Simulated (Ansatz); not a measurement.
# NaV16: the cost of one run

Program: Ansatz 0.2.0. Level of theory: DFT PBE, plane waves, PAW, scalar-relativistic, no spin polarisation. These are calculated values, not measurements.

## Step 1: Starting point

The cell holds 17 atoms (NaV16): a = 6.040 Å, b = 6.040 Å, c = 6.040 Å, α = 90.00°, β = 90.00°, γ = 90.00°.

Structure file:

```xyz
17
Lattice="6.0400 0.0000 0.0000 0.0000 6.0400 0.0000 0.0000 0.0000 6.0400" Properties=species:S:1:pos:R:3 pbc="T T T"
V     0.0000    0.0000    0.0000
V     3.0200    0.0000    0.0000
V     0.0000    3.0200    0.0000
V     0.0000    0.0000    3.0200
V     1.5100    1.5100    1.5100
V     3.0200    3.0200    0.0000
V     3.0200    0.0000    3.0200
V     4.5300    1.5100    1.5100
V     0.0000    3.0200    3.0200
V     1.5100    4.5300    1.5100
V     1.5100    1.5100    4.5300
V     3.0200    3.0200    3.0200
V     4.5300    4.5300    1.5100
V     4.5300    1.5100    4.5300
V     1.5100    4.5300    4.5300
V     4.5300    4.5300    4.5300
Na    1.5233    2.9692    0.7368
```

## Step 2: End point A

Input file input.yaml:

```yaml
crystal:
  lattice:
    - [6.04, 0.0, 0.0]
    - [0.0, 6.04, 0.0]
    - [0.0, 0.0, 6.04]
  atoms:
    - { symbol: V, position: [0.0, 0.0, 0.0] }
    - { symbol: V, position: [0.5, 0.0, 0.0] }
    - { symbol: V, position: [0.0, 0.5, 0.0] }
    - { symbol: V, position: [0.0, 0.0, 0.5] }
    - { symbol: V, position: [0.25, 0.25, 0.25] }
    - { symbol: V, position: [0.5, 0.5, 0.0] }
    - { symbol: V, position: [0.5, 0.0, 0.5] }
    - { symbol: V, position: [0.75, 0.25, 0.25] }
    - { symbol: V, position: [0.0, 0.5, 0.5] }
    - { symbol: V, position: [0.25, 0.75, 0.25] }
    - { symbol: V, position: [0.25, 0.25, 0.75] }
    - { symbol: V, position: [0.5, 0.5, 0.5] }
    - { symbol: V, position: [0.75, 0.75, 0.25] }
    - { symbol: V, position: [0.75, 0.25, 0.75] }
    - { symbol: V, position: [0.25, 0.75, 0.75] }
    - { symbol: V, position: [0.75, 0.75, 0.75] }
    - { symbol: Na, position: [0.2521943, 0.4915848, 0.121985] }
basis:
  ecutwfc: 420.0
kpoints:
  mp_grid: { grid: [3, 3, 3] }
hamiltonian:
  xc: pbe
scf:
  occupations: { method: gaussian, width: 0.1 }
  lower_state_search: "off"
relax:
  f_tol: 0.03
  max_steps: 60
  adjacent_minimum: "off"
output:
  write_density: true
  write_potential: true
  elf: true
  volumetric_format: npy
```

Launch:

```bash
$ ansatz run input.yaml --threads 4 --pin off --max-ram 10240MiB --backend cpu --events-out ev --progress --plain --runs-dir out
```

**Question.** How long does this run take on 4 threads of Intel Xeon Platinum 8488C (Sapphire Rapids), shared host, and how much memory does it need?

About 2.6 min, with a peak of 1.3 GiB.
